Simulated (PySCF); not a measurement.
# C2H9NSeSi: core binding energies at several levels of theory, part 3 of 3

PySCF 2.14.0. Atoms count from 0. The steps go on from the part before.

**8. Core holes by ΔSCF: SCAN, X2C**

What the job is given:

```
{"job": {"kind": "xps", "basis": "def2-TZVP"}, "charge": 0, "multiplicity": 1}
C     -2.203271    -0.298878     0.345946
C     -1.491464    -0.125919    -0.979079
Se     0.196940    -1.126178    -1.116612
Si     1.457730     0.221360     0.226587
N      3.081370     0.199934    -0.325946
H     -2.397085    -1.360622     0.559379
H     -1.606781     0.104118     1.179238
H     -3.168835     0.233699     0.338349
H     -1.269698     0.930850    -1.189983
H     -2.098281    -0.506774    -1.813980
H      1.525468    -0.213868     1.654483
H      0.760713     1.550233     0.171084
H      3.353119     0.384396    -1.282656
H      3.862094     0.002684     0.285077
```

With the program's defaults for keys left out, this is: delta-SCF UKS SCAN, def2-TZVP on the ionised atom, pcseg-1 elsewhere, spin-free X2C.

The program printed:

```text
ground state, core basis on atom 0 (C), 149 functions
  cycle   1  E = -2849.79605511  |g| = 5.63e-01
  cycle   2  E = -2849.70682541  |g| = 8.18e-01
  cycle   3  E = -2849.87365618  |g| = 8.53e-02
  cycle   4  E = -2849.87555141  |g| = 3.32e-02
  cycle   5  E = -2849.87582717  |g| = 7.80e-03
  cycle   6  E = -2849.87584468  |g| = 2.86e-03
  cycle   7  E = -2849.87584874  |g| = 1.01e-03
  cycle   8  E = -2849.87584825  |g| = 4.15e-04
  E(ground) = -2849.92416477 Eh
hole in C 1s of atom 0
  cycle   1  E = -2838.63519954  |g| = 1.47e+00
  cycle   2  E = -2835.38470858  |g| = 2.33e+00
  cycle   3  E = -2838.74002884  |g| = 8.69e-01
  cycle   4  E = -2839.12562018  |g| = 3.36e-01
  cycle   5  E = -2839.17337946  |g| = 1.17e-01
  cycle   6  E = -2839.17973951  |g| = 4.04e-02
  cycle   7  E = -2839.18062244  |g| = 1.13e-02
  cycle   8  E = -2839.18067949  |g| = 5.28e-03
  cycle   9  E = -2839.18069607  |g| = 1.38e-03
  cycle  10  E = -2839.18069945  |g| = 6.27e-04
  cycle  11  E = -2839.18069947  |g| = 3.50e-04
  E(ion) = -2839.22800993 Eh   <S^2> = 0.7664   hole on atom = 1.000   binding energy = 291.057 eV
ground state, core basis on atom 1 (C), 149 functions
  cycle   1  E = -2849.87831461  |g| = 2.32e-02
  cycle   2  E = -2849.87824191  |g| = 2.80e-02
  cycle   3  E = -2849.87844205  |g| = 3.68e-03
  cycle   4  E = -2849.87844465  |g| = 2.37e-03
  cycle   5  E = -2849.87844860  |g| = 4.28e-04
  E(ground) = -2849.92640491 Eh
hole in C 1s of atom 1
  cycle   1  E = -2838.60460695  |g| = 1.48e+00
  cycle   2  E = -2836.29503067  |g| = 2.23e+00
  cycle   3  E = -2838.71834847  |g| = 9.00e-01
  cycle   4  E = -2839.12850509  |g| = 3.13e-01
  cycle   5  E = -2839.16595150  |g| = 1.30e-01
  cycle   6  E = -2839.17406112  |g| = 2.40e-02
  cycle   7  E = -2839.17446034  |g| = 6.24e-03
  cycle   8  E = -2839.17448627  |g| = 2.44e-03
  cycle   9  E = -2839.17449162  |g| = 1.04e-03
  cycle  10  E = -2839.17449243  |g| = 3.95e-04
  E(ion) = -2839.22171591 Eh   <S^2> = 0.7716   hole on atom = 1.000   binding energy = 291.289 eV
ground state, core basis on atom 3 (Si), 151 functions
  cycle   1  E = -2849.90676465  |g| = 5.23e-02
  cycle   2  E = -2849.90667812  |g| = 4.57e-02
  cycle   3  E = -2849.90707435  |g| = 1.08e-02
  cycle   4  E = -2849.90711351  |g| = 2.06e-03
  cycle   5  E = -2849.90711492  |g| = 8.92e-04
  cycle   6  E = -2849.90711334  |g| = 2.98e-04
  E(ground) = -2849.91455738 Eh
hole in Si 1s of atom 3
  cycle   1  E = -2780.94471764  |g| = 2.95e+00
  cycle   2  E = -2780.31319624  |g| = 2.02e+00
  cycle   3  E = -2781.11770013  |g| = 9.74e-01
  cycle   4  E = -2781.84928379  |g| = 2.34e-01
  cycle   5  E = -2781.88290248  |g| = 8.42e-02
  cycle   6  E = -2781.88681182  |g| = 3.30e-02
  cycle   7  E = -2781.88735501  |g| = 1.42e-02
  cycle   8  E = -2781.88745254  |g| = 2.95e-03
  cycle   9  E = -2781.88745730  |g| = 9.41e-04
  cycle  10  E = -2781.88746001  |g| = 3.82e-04
  E(ion) = -2781.90330369 Eh   <S^2> = 0.7521   hole on atom = 1.000   binding energy = 1850.680 eV
hole in Si 2p of atom 3
  cycle   1  E = -2845.62399019  |g| = 1.19e+00
  cycle   2  E = -2845.02057637  |g| = 1.34e+00
  cycle   3  E = -2845.76410186  |g| = 4.92e-01
  cycle   4  E = -2845.94019196  |g| = 1.17e-01
  cycle   5  E = -2845.94803330  |g| = 4.78e-02
  cycle   6  E = -2845.94925126  |g| = 1.80e-02
  cycle   7  E = -2845.94942359  |g| = 4.17e-03
  cycle   8  E = -2845.94943518  |g| = 1.28e-03
  cycle   9  E = -2845.94943496  |g| = 5.32e-04
  cycle  10  E = -2845.94943437  |g| = 2.46e-04
  E(ion) = -2845.96947996 Eh   <S^2> = 0.7517   hole on atom = 1.003   binding energy = 107.351 eV
  2p3/2 = 107.174 eV   2p1/2 = 107.786 eV
ground state, core basis on atom 4 (N), 149 functions
  cycle   1  E = -2849.88998922  |g| = 2.16e-02
  cycle   2  E = -2849.88996884  |g| = 2.20e-02
  cycle   3  E = -2849.89007905  |g| = 6.91e-03
  cycle   4  E = -2849.89009078  |g| = 1.70e-03
  cycle   5  E = -2849.89009083  |g| = 5.04e-04
  cycle   6  E = -2849.89008871  |g| = 1.19e-04
  E(ground) = -2849.93627243 Eh
hole in N 1s of atom 4
  cycle   1  E = -2834.31917037  |g| = 1.80e+00
  cycle   2  E = -2832.52696322  |g| = 2.15e+00
  cycle   3  E = -2834.68962993  |g| = 7.17e-01
  cycle   4  E = -2834.95100857  |g| = 2.78e-01
  cycle   5  E = -2834.99062702  |g| = 1.27e-01
  cycle   6  E = -2835.00008365  |g| = 3.23e-02
  cycle   7  E = -2835.00086095  |g| = 8.08e-03
  cycle   8  E = -2835.00089271  |g| = 4.74e-03
  cycle   9  E = -2835.00090526  |g| = 1.46e-03
  cycle  10  E = -2835.00090694  |g| = 3.31e-04
  E(ion) = -2835.04598899 Eh   <S^2> = 0.7635   hole on atom = 1.000   binding energy = 405.185 eV
```

It took 29 s on 1 thread of Intel Xeon Platinum 8488C, shared host; peak memory 0.49 GiB.

The holes in one table. −ε is the ground-state orbital energy:

| hole | stands for | environment | ΔSCF (eV; 2p as the shell's mean) | −ε (eV) | ⟨S²⟩ |
| --- | --- | --- | --- | --- | --- |
| C1s on C0 | C0 | methyl carbon | 291.06 | 273.5 | 0.766 |
| C1s on C1 | C1 | sp3 CH2 bonded to Se | 291.29 | 274.4 | 0.772 |
| Si1s on Si3 | Si3 | silicon bonded to N, Se, 2 H | 1850.68 | 1794.8 | 0.752 |
| Si2p on Si3 | Si3 | silicon bonded to N, Se, 2 H | 107.38 | 96.6 | 0.752 |
| N1s on N4 | N4 | nitrogen bonded to Si, 2 H | 405.19 | 385.5 | 0.763 |

With the spin-orbit splitting: Si3 2p3/2 107.17, 2p1/2 107.79 eV. The table gives each 2p level as the mean over the whole 2p shell (two parts 2p3/2, one part 2p1/2), which differs a little from the single hole in the log.

**9. Core holes by ΔSCF: SCAN, non-relativistic**

Settings changed since step 8:

```diff
@@ -1,2 +1,2 @@
-{"job": {"kind": "xps", "basis": "def2-TZVP"}, "charge": 0, "multiplicity": 1}
+{"job": {"kind": "xps", "x2c": false}, "charge": 0, "multiplicity": 1}
 C     -2.203271    -0.298878     0.345946
```

With the program's defaults for keys left out, this is: delta-SCF UKS SCAN, pcX-2 on the ionised atom, pcseg-1 elsewhere, non-relativistic.

The program printed:

```text
ground state, core basis on atom 0 (C), 163 functions
  cycle   1  E = -2827.15008271  |g| = 5.56e-01
  cycle   2  E = -2827.05817408  |g| = 8.18e-01
  cycle   3  E = -2827.22287761  |g| = 8.33e-02
  cycle   4  E = -2827.22461884  |g| = 3.79e-02
  cycle   5  E = -2827.22497750  |g| = 7.36e-03
  cycle   6  E = -2827.22499263  |g| = 2.74e-03
  cycle   7  E = -2827.22499850  |g| = 1.07e-03
  cycle   8  E = -2827.22499421  |g| = 4.22e-04
  E(ground) = -2827.27040066 Eh
hole in C 1s of atom 0
  cycle   1  E = -2815.98606975  |g| = 1.50e+00
  cycle   2  E = -2813.12924920  |g| = 2.48e+00
  cycle   3  E = -2816.21506762  |g| = 7.62e-01
  cycle   4  E = -2816.47455310  |g| = 3.89e-01
  cycle   5  E = -2816.54242717  |g| = 1.02e-01
  cycle   6  E = -2816.54684532  |g| = 3.20e-02
  cycle   7  E = -2816.54740756  |g| = 9.99e-03
  cycle   8  E = -2816.54744713  |g| = 5.96e-03
  cycle   9  E = -2816.54746624  |g| = 1.49e-03
  cycle  10  E = -2816.54747000  |g| = 6.05e-04
  cycle  11  E = -2816.54746971  |g| = 3.12e-04
  E(ion) = -2816.59217790 Eh   <S^2> = 0.7680   hole on atom = 1.000   binding energy = 290.569 eV
ground state, core basis on atom 1 (C), 163 functions
  cycle   1  E = -2827.22748436  |g| = 4.29e-02
  cycle   2  E = -2827.22741429  |g| = 2.71e-02
  cycle   3  E = -2827.22753482  |g| = 1.58e-02
  cycle   4  E = -2827.22759350  |g| = 4.36e-03
  cycle   5  E = -2827.22760357  |g| = 5.34e-04
  cycle   6  E = -2827.22759996  |g| = 1.00e-04
  E(ground) = -2827.27260114 Eh
hole in C 1s of atom 1
  cycle   1  E = -2815.95650773  |g| = 1.51e+00
  cycle   2  E = -2813.60552946  |g| = 2.39e+00
  cycle   3  E = -2816.14551841  |g| = 8.46e-01
  cycle   4  E = -2816.49354029  |g| = 3.25e-01
  cycle   5  E = -2816.53581854  |g| = 1.20e-01
  cycle   6  E = -2816.54193244  |g| = 2.29e-02
  cycle   7  E = -2816.54224646  |g| = 8.55e-03
  cycle   8  E = -2816.54229867  |g| = 2.75e-03
  cycle   9  E = -2816.54230479  |g| = 1.11e-03
  cycle  10  E = -2816.54230529  |g| = 6.51e-04
  cycle  11  E = -2816.54230575  |g| = 2.65e-04
  E(ion) = -2816.58669103 Eh   <S^2> = 0.7736   hole on atom = 1.000   binding energy = 290.778 eV
ground state, core basis on atom 3 (Si), 174 functions
  cycle   1  E = -2827.26636857  |g| = 3.02e-02
  cycle   2  E = -2827.26637119  |g| = 2.27e-02
  cycle   3  E = -2827.26647287  |g| = 7.90e-03
  cycle   4  E = -2827.26648814  |g| = 2.87e-03
  cycle   5  E = -2827.26649124  |g| = 5.77e-04
  cycle   6  E = -2827.26649287  |g| = 1.47e-04
  E(ground) = -2827.27194536 Eh
hole in Si 1s of atom 3
  cycle   1  E = -2758.49083248  |g| = 4.32e+00
  cycle   2  E = -2757.87639466  |g| = 2.40e+00
  cycle   3  E = -2758.56326339  |g| = 1.13e+00
  cycle   4  E = -2759.44268908  |g| = 3.91e-01
  cycle   5  E = -2759.53970809  |g| = 1.18e-01
  cycle   6  E = -2759.54622767  |g| = 5.99e-02
  cycle   7  E = -2759.54802086  |g| = 2.33e-02
  cycle   8  E = -2759.54829520  |g| = 4.35e-03
  cycle   9  E = -2759.54830318  |g| = 1.55e-03
  cycle  10  E = -2759.54830699  |g| = 4.76e-04
  E(ion) = -2759.56098653 Eh   <S^2> = 0.7524   hole on atom = 1.000   binding energy = 1842.509 eV
hole in Si 2p of atom 3
  cycle   1  E = -2822.98588750  |g| = 1.23e+00
  cycle   2  E = -2822.39165619  |g| = 1.41e+00
  cycle   3  E = -2823.14611927  |g| = 4.77e-01
  cycle   4  E = -2823.30559005  |g| = 1.28e-01
  cycle   5  E = -2823.31510379  |g| = 4.84e-02
  cycle   6  E = -2823.31627577  |g| = 1.99e-02
  cycle   7  E = -2823.31647175  |g| = 5.95e-03
  cycle   8  E = -2823.31648717  |g| = 1.51e-03
  cycle   9  E = -2823.31648773  |g| = 6.45e-04
  cycle  10  E = -2823.31648749  |g| = 3.23e-04
  E(ion) = -2823.33346140 Eh   <S^2> = 0.7519   hole on atom = 1.003   binding energy = 107.172 eV
  2p3/2 = 106.992 eV   2p1/2 = 107.610 eV
ground state, core basis on atom 4 (N), 163 functions
  cycle   1  E = -2827.23993837  |g| = 5.01e-02
  cycle   2  E = -2827.23983172  |g| = 3.17e-02
  cycle   3  E = -2827.23995636  |g| = 2.31e-02
  cycle   4  E = -2827.24007745  |g| = 3.48e-03
  cycle   5  E = -2827.24008001  |g| = 7.61e-04
  cycle   6  E = -2827.24007937  |g| = 1.76e-04
  E(ground) = -2827.28336286 Eh
hole in N 1s of atom 4
  cycle   1  E = -2811.67534624  |g| = 1.86e+00
  cycle   2  E = -2809.84927088  |g| = 2.35e+00
  cycle   3  E = -2812.12863020  |g| = 6.42e-01
  cycle   4  E = -2812.30539931  |g| = 3.31e-01
  cycle   5  E = -2812.36930349  |g| = 1.19e-01
  cycle   6  E = -2812.37742019  |g| = 3.26e-02
  cycle   7  E = -2812.37818925  |g| = 8.83e-03
  cycle   8  E = -2812.37822514  |g| = 5.21e-03
  cycle   9  E = -2812.37824323  |g| = 1.32e-03
  cycle  10  E = -2812.37824422  |g| = 3.54e-04
  E(ion) = -2812.42060180 Eh   <S^2> = 0.7643   hole on atom = 1.000   binding energy = 404.436 eV
```

Wall time 31 s (1 thread of Intel Xeon Platinum 8488C, shared host); peak memory 0.66 GiB.

Binding energies by hole, beside the orbital energy of the ground state; the difference holds orbital relaxation and, for a density functional, its self-interaction error:

| hole | stands for | environment | ΔSCF (eV; 2p as the shell's mean) | −ε (eV) | ⟨S²⟩ |
| --- | --- | --- | --- | --- | --- |
| C1s on C0 | C0 | methyl carbon | 290.57 | 273.5 | 0.768 |
| C1s on C1 | C1 | sp3 CH2 bonded to Se | 290.78 | 274.4 | 0.774 |
| Si1s on Si3 | Si3 | silicon bonded to N, Se, 2 H | 1842.51 | 1789.7 | 0.752 |
| Si2p on Si3 | Si3 | silicon bonded to N, Se, 2 H | 107.20 | 96.6 | 0.752 |
| N1s on N4 | N4 | nitrogen bonded to Si, 2 H | 404.44 | 385.4 | 0.764 |

With the spin-orbit splitting: Si3 2p3/2 106.99, 2p1/2 107.61 eV. The table gives each 2p level as the mean over the whole 2p shell (two parts 2p3/2, one part 2p1/2), which differs a little from the single hole in the log.

**10. Summary of results**

This closing draws on all 3 parts.

| quantity | value |
| --- | --- |
| C1s binding energies, SCAN/pcX-2 | C1 290.87, C0 290.66 eV |
| Si1s binding energies, SCAN/pcX-2 | Si3 1846.85 eV |
| Si2p binding energies, SCAN/pcX-2 | Si3 107.15 eV |
| N1s binding energies, SCAN/pcX-2 | N4 404.64 eV |
| C1s binding energies, B3LYP/pcX-2 | C1 290.91, C0 290.75 eV |
| Si1s binding energies, B3LYP/pcX-2 | Si3 1845.50 eV |
| Si2p binding energies, B3LYP/pcX-2 | Si3 107.09 eV |
| N1s binding energies, B3LYP/pcX-2 | N4 404.54 eV |
| C1s binding energies, PBE0/pcX-2 | C1 290.45, C0 290.20 eV |
| Si1s binding energies, PBE0/pcX-2 | Si3 1844.69 eV |
| Si2p binding energies, PBE0/pcX-2 | Si3 106.79 eV |
| N1s binding energies, PBE0/pcX-2 | N4 404.08 eV |
| C1s binding energies, PBE/pcX-2 | C1 290.03, C0 289.80 eV |
| Si1s binding energies, PBE/pcX-2 | Si3 1843.45 eV |
| Si2p binding energies, PBE/pcX-2 | Si3 106.37 eV |
| N1s binding energies, PBE/pcX-2 | N4 403.73 eV |
| C1s binding energies, HF/pcX-2 | C1 290.73, C0 290.60 eV |
| Si1s binding energies, HF/pcX-2 | Si3 1847.95 eV |
| Si2p binding energies, HF/pcX-2 | Si3 106.78 eV |
| N1s binding energies, HF/pcX-2 | N4 404.27 eV |
| C1s binding energies, SCAN/pcX-1 | C1 290.87, C0 290.67 eV |
| Si1s binding energies, SCAN/pcX-1 | Si3 1846.97 eV |
| Si2p binding energies, SCAN/pcX-1 | Si3 107.37 eV |
| N1s binding energies, SCAN/pcX-1 | N4 404.66 eV |
| C1s binding energies, SCAN/def2-TZVP | C1 291.29, C0 291.06 eV |
| Si1s binding energies, SCAN/def2-TZVP | Si3 1850.68 eV |
| Si2p binding energies, SCAN/def2-TZVP | Si3 107.38 eV |
| N1s binding energies, SCAN/def2-TZVP | N4 405.19 eV |
| C1s binding energies, SCAN/pcX-2, non-relativistic | C1 290.78, C0 290.57 eV |
| Si1s binding energies, SCAN/pcX-2, non-relativistic | Si3 1842.51 eV |
| Si2p binding energies, SCAN/pcX-2, non-relativistic | Si3 107.20 eV |
| N1s binding energies, SCAN/pcX-2, non-relativistic | N4 404.44 eV |

What this shows: Single values in the summary come from the first sound run of each kind (SCAN/pcX-2), which need not be the best level. At SCAN/pcX-2: The C1s levels kept as sound span 0.20 eV, from C0 (methyl carbon) up to C1 (sp3 CH2 bonded to Se). At B3LYP/pcX-2: The C1s levels kept as sound span 0.16 eV, from C0 (methyl carbon) up to C1 (sp3 CH2 bonded to Se). At PBE0/pcX-2: C1 (sp3 CH2 bonded to Se) binds its C1s electron 0.25 eV more tightly than C0 (methyl carbon). At PBE/pcX-2: The C1s levels kept as sound span 0.22 eV, from C0 (methyl carbon) up to C1 (sp3 CH2 bonded to Se). At HF/pcX-2: C1 (sp3 CH2 bonded to Se) binds its C1s electron 0.13 eV more tightly than C0 (methyl carbon). At SCAN/pcX-1: C1 (sp3 CH2 bonded to Se) binds its C1s electron 0.21 eV more tightly than C0 (methyl carbon). At SCAN/def2-TZVP: C1 (sp3 CH2 bonded to Se) binds its C1s electron 0.23 eV more tightly than C0 (methyl carbon). At SCAN/pcX-2, non-relativistic: The C1s levels kept as sound span 0.21 eV, from C0 (methyl carbon) up to C1 (sp3 CH2 bonded to Se).
